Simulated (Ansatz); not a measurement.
# Al3Rh2: the cost of one run

Computed with Ansatz 0.2.0 (DFT PBE, scalar-relativistic, plane waves, PAW, unless a step's input says otherwise).

## Step 1: Starting point

The structure is hexagonal, space group P-6m2 (No. 187). The conventional cell has a = 4.031 Å, b = 4.031 Å, c = 4.950 Å, α = 90.00°, β = 90.00°, γ = 120.00°. Around Al (site symmetry 3m) lie 5 Al at 2.43 to 2.65 Å and 6 Rh at 2.63 to 2.65 Å. Al (site symmetry -6m2) is surrounded by 5 Rh at 2.33 to 2.48 Å and 6 Al at 2.65 Å. Rh (site symmetry -6m2) is surrounded by 8 Al at 2.48 to 2.63 Å. Rh (site symmetry -6m2) is surrounded by 9 Al at 2.33 to 2.65 Å.

Structure file:

```cif
data_structure
_symmetry_space_group_name_H-M 'P-6m2'
_symmetry_Int_Tables_number 187
_cell_length_a 4.0314
_cell_length_b 4.0314
_cell_length_c 4.9504
_cell_angle_alpha 90.000
_cell_angle_beta 90.000
_cell_angle_gamma 120.000
_cell_volume 69.68
loop_
_atom_site_label
_atom_site_type_symbol
_atom_site_symmetry_multiplicity
_atom_site_Wyckoff_symbol
_atom_site_fract_x
_atom_site_fract_y
_atom_site_fract_z
_atom_site_occupancy
Al1 Al 2 g 0.00000 0.00000 0.74540 1
Al2 Al 1 e 0.66667 0.33333 0.00000 1
Rh1 Rh 1 f 0.66667 0.33333 0.50000 1
Rh2 Rh 1 c 0.33333 0.66667 0.00000 1
```

Recipe of the guess: species swapped into a database cell of Fe3Ge2 (P-6m2, No. 187), with Al on the Fe sites and Rh on the Ge sites. Lengths come from tabulated atomic sizes and are only a guess.

## Step 2: A first look at the guess

File input.yaml:

```yaml
crystal:
  lattice:
    - [4.03141188, 0.0, 0.0]
    - [-2.01570594, 3.4913051, 0.0]
    - [0.0, 0.0, 4.9504277]
  atoms:
    - { symbol: Al, position: [0.0, 0.0, 0.74540001] }
    - { symbol: Al, position: [0.0, 0.0, 0.25459999] }
    - { symbol: Al, position: [0.66666667, 0.33333333, 0.0] }
    - { symbol: Rh, position: [0.66666667, 0.33333333, 0.5] }
    - { symbol: Rh, position: [0.33333333, 0.66666667, 0.0] }
basis:
  ecutwfc: 420
kpoints:
  mp_grid: { grid: [6, 6, 4] }
hamiltonian:
  xc: pbe
scf:
  occupations: { method: gaussian, width: 0.1 }
  lower_state_search: "off"
output:
  forces: true
  stress: true
  eigenvalues: true
```

Run with:

```bash
$ ansatz run input.yaml --threads 1 --pin off --max-ram 2560MiB --backend cpu --events-out ev --progress --plain --runs-dir out
```

Q: Estimate wall time and peak memory on 1 thread of AMD EPYC 7R43 (Zen 3), shared host.

About 3.5 s, with a peak of 0.39 GiB.
